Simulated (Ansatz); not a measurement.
## Nudged elastic band run: SiW$_{8}$C$_{8}$

Input:

```yaml
crystal:
  lattice:
    - [5.79758, 0.0, 0.0]
    - [-2.89879, 5.020852, 0.0]
    - [0.0, 0.0, 17.25328]
  atoms:
    - { symbol: W, position: [0.0, 0.0, 0.05796] }
    - { symbol: C, position: [0.33097515, 0.16557787, 0.13520664] }
    - { symbol: W, position: [7.321e-05, 3.128e-05, 0.22832484] }
    - { symbol: C, position: [0.33723555, 0.16818214, 0.29785607] }
    - { symbol: W, position: [0.0, 0.5, 0.05796] }
    - { symbol: C, position: [0.3332768, 0.66671789, 0.13355701] }
    - { symbol: W, position: [-0.00066908, 0.49982024, 0.22159753] }
    - { symbol: C, position: [0.33345408, 0.66642275, 0.28556274] }
    - { symbol: W, position: [0.5, 0.0, 0.05796] }
    - { symbol: C, position: [0.83452889, 0.16558207, 0.13520315] }
    - { symbol: W, position: [0.50035108, 0.00089803, 0.22157635] }
    - { symbol: C, position: [0.83130867, 0.16826185, 0.297847] }
    - { symbol: W, position: [0.5, 0.5, 0.05796] }
    - { symbol: C, position: [0.83448945, 0.66905636, 0.13522592] }
    - { symbol: W, position: [0.50042093, 0.49967334, 0.22160333] }
    - { symbol: C, position: [0.83147497, 0.66249009, 0.29783926] }
    - { symbol: Si, position: [0.66669593, 0.33283587, 0.35014841] }
basis:
  ecutwfc: 420.0
kpoints:
  mp_grid: { grid: [3, 3, 1] }
hamiltonian:
  xc: pbe
  pseudopotentials: { kind: paw, azcp: { folder: soft_1 } }
scf:
  occupations: { method: gaussian, width: 0.05 }
  lower_state_search: "off"
neb:
  images: 3
  f_tol: 0.05
  initial_path: idpp
  max_iterations: 80
  optimiser: lbfgs
  spring: 2.0
  constraints: [{ sites: [0, 4, 8, 12] }]
  final_atoms:
    - { symbol: W, position: [0.0, 0.0, 0.05796] }
    - { symbol: C, position: [0.33452889, 0.16558207, 0.13520315] }
    - { symbol: W, position: [0.00035108, 0.00089803, 0.22157635] }
    - { symbol: C, position: [0.33130867, 0.16826185, 0.297847] }
    - { symbol: W, position: [0.0, 0.5, 0.05796] }
    - { symbol: C, position: [0.33448945, 0.66905636, 0.13522592] }
    - { symbol: W, position: [0.00042093, 0.49967334, 0.22160333] }
    - { symbol: C, position: [0.33147497, 0.66249009, 0.29783926] }
    - { symbol: W, position: [0.5, 0.0, 0.05796] }
    - { symbol: C, position: [0.83097515, 0.16557787, 0.13520664] }
    - { symbol: W, position: [0.50007321, 3.128e-05, 0.22832484] }
    - { symbol: C, position: [0.83723555, 0.16818214, 0.29785607] }
    - { symbol: W, position: [0.5, 0.5, 0.05796] }
    - { symbol: C, position: [0.8332768, 0.66671789, 0.13355701] }
    - { symbol: W, position: [0.49933092, 0.49982024, 0.22159753] }
    - { symbol: C, position: [0.83345408, 0.66642275, 0.28556274] }
    - { symbol: Si, position: [1.16669593, 0.33283587, 0.35014841] }
  order_check: true
```

Run as:

```bash
$ ansatz run input.yaml --threads 4 --pin off --max-ram 10240MiB --backend cpu --events-out ev --progress --plain --runs-dir out
```

Output, in part (warnings, iteration lines):

```
NEB end point (image 0): max|allowed force component| = 2.060e-2 eV/Å (the criterion of neb.relax_end_points is 1.000e-2)
NEB end point (image 4): max|allowed force component| = 2.057e-2 eV/Å (the criterion of neb.relax_end_points is 1.000e-2)
NEB iter   1: max|band force component| = 2.573e0 eV/Å  barrier→ = 2.3734 eV  barrier← = 2.3734 eV  Δτ_max = 0.0374 Å  (78 SCF iters)
NEB iter   2: max|band force component| = 1.733e0 eV/Å  barrier→ = 2.1568 eV  barrier← = 2.1568 eV  Δτ_max = 0.0990 Å  (34 SCF iters)
NEB iter   3: max|band force component| = 1.732e0 eV/Å  barrier→ = 1.8827 eV  barrier← = 1.8827 eV  Δτ_max = 0.1122 Å  (37 SCF iters)
NEB iter   4: max|band force component| = 1.943e0 eV/Å  barrier→ = 1.6456 eV  barrier← = 1.6456 eV  Δτ_max = 0.0281 Å  (40 SCF iters)
NEB iter   5: max|band force component| = 1.885e0 eV/Å  barrier→ = 1.5316 eV  barrier← = 1.5316 eV  Δτ_max = 0.1128 Å  (36 SCF iters)
NEB iter   6: max|band force component| = 1.842e0 eV/Å  barrier→ = 1.2641 eV  barrier← = 1.2641 eV  Δτ_max = 0.2000 Å  (40 SCF iters)
NEB iter   7: max|band force component| = 2.033e0 eV/Å  barrier→ = 0.9892 eV  barrier← = 0.9892 eV  Δτ_max = 0.0373 Å  (39 SCF iters)
NEB iter   8: max|band force component| = 1.688e0 eV/Å  barrier→ = 0.9283 eV  barrier← = 0.9283 eV  Δτ_max = 0.1265 Å  (35 SCF iters)
NEB iter   9: max|band force component| = 1.429e0 eV/Å  barrier→ = 0.9161 eV  barrier← = 0.9161 eV  Δτ_max = 0.1183 Å  (32 SCF iters)
NEB iter  10: max|band force component| = 6.682e-1 eV/Å  barrier→ = 0.9125 eV  barrier← = 0.9125 eV  Δτ_max = 0.0612 Å  (28 SCF iters)
NEB iter  11: max|band force component| = 4.850e-1 eV/Å  barrier→ = 0.9004 eV  barrier← = 0.9004 eV  CI = image 1  Δτ_max = 0.0095 Å  (29 SCF iters)
NEB iter  12: max|band force component| = 4.627e-1 eV/Å  barrier→ = 0.9042 eV  barrier← = 0.9042 eV  CI = image 1  Δτ_max = 0.0597 Å  (24 SCF iters)
NEB iter  13: max|band force component| = 2.919e-1 eV/Å  barrier→ = 0.9268 eV  barrier← = 0.9268 eV  CI = image 1  Δτ_max = 0.0597 Å  (29 SCF iters)
NEB iter  14: max|band force component| = 3.925e-1 eV/Å  barrier→ = 0.9348 eV  barrier← = 0.9348 eV  CI = image 1  Δτ_max = 0.0056 Å  (28 SCF iters)
NEB iter  15: max|band force component| = 1.699e-1 eV/Å  barrier→ = 0.9339 eV  barrier← = 0.9339 eV  CI = image 1  Δτ_max = 0.0115 Å  (21 SCF iters)
NEB iter  16: max|band force component| = 2.116e-1 eV/Å  barrier→ = 0.9319 eV  barrier← = 0.9319 eV  CI = image 1  Δτ_max = 0.0031 Å  (23 SCF iters)
NEB iter  17: max|band force component| = 1.272e-1 eV/Å  barrier→ = 0.9313 eV  barrier← = 0.9313 eV  CI = image 1  Δτ_max = 0.0126 Å  (20 SCF iters)
NEB iter  18: max|band force component| = 3.099e-1 eV/Å  barrier→ = 0.9281 eV  barrier← = 0.9281 eV  CI = image 1  Δτ_max = 0.0045 Å  (26 SCF iters)
NEB iter  19: max|band force component| = 1.001e-1 eV/Å  barrier→ = 0.9275 eV  barrier← = 0.9275 eV  CI = image 1  Δτ_max = 0.0052 Å  (19 SCF iters)
NEB iter  20: max|band force component| = 1.765e-1 eV/Å  barrier→ = 0.9261 eV  barrier← = 0.9261 eV  CI = image 1  Δτ_max = 0.0026 Å  (21 SCF iters)
NEB iter  21: max|band force component| = 8.767e-2 eV/Å  barrier→ = 0.9257 eV  barrier← = 0.9257 eV  CI = image 1  Δτ_max = 0.0085 Å  (17 SCF iters)
NEB iter  22: max|band force component| = 2.512e-1 eV/Å  barrier→ = 0.9236 eV  barrier← = 0.9236 eV  CI = image 1  Δτ_max = 0.0036 Å  (24 SCF iters)
NEB iter  23: max|band force component| = 6.830e-2 eV/Å  barrier→ = 0.9233 eV  barrier← = 0.9233 eV  CI = image 1  Δτ_max = 0.0042 Å  (19 SCF iters)
NEB iter  24: max|band force component| = 1.524e-1 eV/Å  barrier→ = 0.9223 eV  barrier← = 0.9223 eV  CI = image 1  Δτ_max = 0.0022 Å  (21 SCF iters)
NEB iter  25: max|band force component| = 5.931e-2 eV/Å  barrier→ = 0.9220 eV  barrier← = 0.9220 eV  CI = image 1  Δτ_max = 0.0060 Å  (17 SCF iters)
NEB iter  26: max|band force component| = 2.082e-1 eV/Å  barrier→ = 0.9207 eV  barrier← = 0.9207 eV  CI = image 1  Δτ_max = 0.0030 Å  (22 SCF iters)
NEB iter  27: max|band force component| = 4.817e-2 eV/Å  barrier→ = 0.9205 eV  barrier← = 0.9205 eV  CI = image 1  Δτ_max = 0.0378 Å  (18 SCF iters)
NEB iter  28: max|band force component| = 4.808e-2 eV/Å  barrier→ = 0.9153 eV  barrier← = 0.9153 eV  CI = image 1  Δτ_max = 0.0000 Å  (388 SCF iters)
```

The run converged. The band force fell under the threshold earlier too, but the program's further tests of the path sent the band on. The profile has 2 maxima (images 1, 3) with wells between them (image 2): this band takes more than one step, which may be the mechanism or a detour left from its start path. By the program's own check the climbing image is a first-order saddle point (lowest curvatures found: -4.22 and 2.17 eV/Å²). Limits of this set-up: coarse k mesh, thin slab, slab without dipole correction.

Final band (atoms are numbered from 1 in the order of the input):

```csv
image,path coordinate (Å),energy (eV),W11–Si17 (Å),C16–Si17 (Å),W3–Si17 (Å)
0,0.00,0.00,2.77,1.89,3.95
1,0.94,0.92,3.31,1.86,3.86
2,1.80,0.05,3.69,1.93,3.65
3,2.67,0.90,3.86,2.88,3.24
4,3.54,0.00,3.95,3.53,2.77
```

Time of the run: 12 min on 4 threads of Arm Neoverse V2, with other jobs on the host, peak memory 2 GiB.
